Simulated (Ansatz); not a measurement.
# SbPb: the cost of one run

All numbers are computed with Ansatz 0.2.0 through its Python package. Level of theory: DFT LDA, plane waves, PAW.

## Step 1: Starting point

It takes space group Cmmm (No. 65, orthorhombic). Conventional cell: a = 4.152 Å, b = 5.361 Å, c = 5.453 Å, α = 90.00°, β = 90.00°, γ = 90.00°. Sb (site symmetry mmm) has 4 Sb at 3.39 Å and 8 Pb at 3.43 to 3.82 Å as nearest neighbours. Pb (site symmetry mmm) has 4 Pb at 3.39 Å and 8 Sb at 3.43 to 3.82 Å as nearest neighbours.

The script holds or builds the structure itself.

## Step 2: Script

File run_compress.py:

```python
"""Volume and enthalpy of SbPb against pressure."""

import ansatz as az
import numpy as np
import pandas as pd

def edges_and_angles(cell):
    cell = np.asarray(cell)
    a, b, c = np.linalg.norm(cell, axis=1)
    cosines = cell[1] @ cell[2] / (b * c), cell[0] @ cell[2] / (a * c), cell[0] @ cell[1] / (a * b)
    return (a, b, c, *np.degrees(np.arccos(cosines)))

xtal = (
    az.Lattice.from_parameters(4.151642, 5.360658, 5.453475, alpha=90, beta=90, gamma=90)
    .space_group(65, hermann_mauguin="Cmmm")
    .atom("Sb", (0.5, 0.0, 0.5))
    .atom("Pb", (0.0, 0.0, 0.0))
    .primitive()
)

model = xtal.calculation()
model = model.functional("lda")
model = model.occupations("gaussian", width=0.15)
model = model.basis(550)
model = model.kpoints(mesh=(9, 9, 6))

# H = F + PV, with 1 GPa A^3 = 1/160.21766 eV
rows = []
for pressure in [0, 10, 20, 30, 40]:
    result = model.relax(cell=True, pressure=pressure, force_tolerance=0.05, max_steps=60).run(threads=1, backend="cpu")
    cell = result.lattice.cell_ang
    n_atoms = len(result.lattice.sites)
    volume = abs(np.linalg.det(cell)) / n_atoms
    enthalpy = result.report["free_energy_ev"] / n_atoms + pressure * volume / 160.21766
    rows.append((pressure, volume, enthalpy, *edges_and_angles(cell)))
    print(f"{pressure} GPa done: {volume:.4f} A^3/atom")

table = pd.DataFrame(rows, columns=["P_GPa", "V_A3_atom", "H_eV_atom", "a", "b", "c", "alpha", "beta", "gamma"])
print(table.round(4).to_string(index=False))
p, v = np.array([row[0] for row in rows], float), np.array([row[1] for row in rows])
print("mean bulk modulus between rows (GPa):", np.round(-np.diff(p) / np.diff(np.log(v)), 1))
```

## Step 3: What the engine is handed

The package turns the script's settings into the engine's input (first run):

```yaml
crystal:
  lattice:
    a: 4.151642
    b: 5.360658
    c: 5.453475
    alpha: 90.0
    beta: 90.0
    gamma: 90.0
  space_group: 65
  setting:
    hermann_mauguin: Cmmm
  atoms:
    - { symbol: Sb, position: [0.5, 0.0, 0.5] }
    - { symbol: Pb, position: [0.0, 0.0, 0.0] }
  reduce_to_primitive: true
basis:
  ecutwfc: 550.0
kpoints:
  mp_grid:
    grid: [9, 9, 6]
hamiltonian:
  xc: lda
scf:
  occupations:
    method: gaussian
    width: 0.15
relax:
  f_tol: 0.05
  max_steps: 60
  cell:
    p_target: 0.0
```

## Step 4: Launch

Run with:

```sh
> python run_compress.py
```

**Question.** How long does this script take on 1 thread of Arm Neoverse V1, shared host, and how much memory does it need?

About 5.1 min, with a peak of 0.56 GiB.
